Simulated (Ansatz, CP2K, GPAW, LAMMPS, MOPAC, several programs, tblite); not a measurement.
**What each method gives for ZnS (P6_3mc, 4H)**

ZnS (started from an entry of an open crystallographic database), relaxed with r2SCAN in Ansatz, was computed with several methods. It is hexagonal, P6_3mc (No. 186); conventional cell a = 3.808 Å, c = 12.466 Å, 19.56 Å³ an atom. Zn has 4 S at 2.33 Å; Zn has 4 S at 2.33–2.34 Å; S has 4 Zn at 2.33 Å; S has 4 Zn at 2.33–2.34 Å. The values are computed, spin-unpolarised, and not measurements.

```cif
data_structure
_symmetry_space_group_name_H-M 'P6_3mc'
_symmetry_Int_Tables_number 186
_cell_length_a 3.8076
_cell_length_b 3.8076
_cell_length_c 12.4657
_cell_angle_alpha 90.000
_cell_angle_beta 90.000
_cell_angle_gamma 120.000
_cell_volume 156.52
loop_
_atom_site_label
_atom_site_type_symbol
_atom_site_symmetry_multiplicity
_atom_site_Wyckoff_symbol
_atom_site_fract_x
_atom_site_fract_y
_atom_site_fract_z
_atom_site_occupancy
Zn1 Zn 2 a 0.00000 0.00000 0.00010 1
Zn2 Zn 2 b 0.33333 0.66667 0.25006 1
S1 S 2 a 0.00000 0.00000 0.18724 1
S2 S 2 b 0.33333 0.66667 0.43759 1
```

Gaps and times are for a single point on this cell; volume and bulk modulus come from each method's own relaxation or energy curve at fixed shape, which is too stiff where a cell has free coordinates or axes. Times are rough, from shared hosts (AMD EPYC 9R45 96-Core Processor), and each method has its own mesh and cell size. A dagger marks a closed or tiny gap in a crystal that DFT finds insulating: a failure of the method or a wrong SCF state. A double dagger marks a value from a curve with shape and coordinates held. PM6 (MOPAC), PM7 (MOPAC), GFN1-xTB (tblite), GFN2-xTB (tblite) treat a cluster of cells at its zone centre, which samples few k points: where these miss a band edge, the gap comes out too large for that reason alone. Gaps from k meshes are read at a limited set of points (mesh, symmetry points, PBE's band edges), so each method's own least gap may be somewhat smaller. Force fields have no electrons; where one was fitted to this phase, its volume and modulus reflect the fit. xTB and the PM methods were fitted mostly to molecules, and can miss a solid's gap by electronvolts. Minimal bases can be far off for gaps. GLLB-SC's gap includes the derivative discontinuity. d marks a direct gap, i an indirect one (no mark: not told apart), a dash a value that wasn't computed or didn't pass its checks.

```
                          method              kind  gap (eV)  own volume (Å³/atom)  bulk modulus (GPa)  atoms computed  processor time
        CdTeZnSeHgS0.sw (LAMMPS)       force field         –                 19.75                   –               8           0.1 s
light PBE (260 eV, its own mesh)  light plane-wave    2.26 d                     –                   –               8           1.9 s
               GFN1-xTB (tblite)     tight binding     0.00†                     –                   –              72             3 s
 non-self-consistent DFTB (CP2K)     tight binding    1.92 i                     –                   –               8           3.1 s
               GFN2-xTB (tblite)     tight binding      1.40                20.94‡                 48‡              72           5.1 s
                             PBE         semilocal    2.18 d                 20.17                 69‡               8           7.8 s
                     PM6 (MOPAC)    semi-empirical      2.81                     –                   –              72           9.7 s
                  PBE/SZV (CP2K)       small basis    2.18 d                19.60‡                 98‡               8            15 s
                          r2SCAN         semilocal    2.74 d                 19.56                 78‡               8            16 s
                     PM7 (MOPAC)    semi-empirical      2.83                     –                   –              72            33 s
                 PBE/DZVP (CP2K)       small basis    2.16 d                20.25‡                 71‡               8            36 s
                  GLLB-SC (GPAW)   model potential      3.69                     –                   –               8            62 s
```

Against r2SCAN (2.74 eV) and with closed or daggered gaps left aside, the nearest gap at the points sampled is that of PM6 (MOPAC) (+0.07 eV) and the farthest that of GFN2-xTB (tblite) (-1.35 eV). r2SCAN is only a yardstick of convenience: semilocal gaps usually lie below measured ones, which GLLB-SC and hybrids aim to mend.

Volumes against r2SCAN's: CdTeZnSeHgS0.sw (LAMMPS) +0.9 %, PBE +3.1 %.

Runs without a result: non-self-consistent DFTB (CP2K) (relaxation).
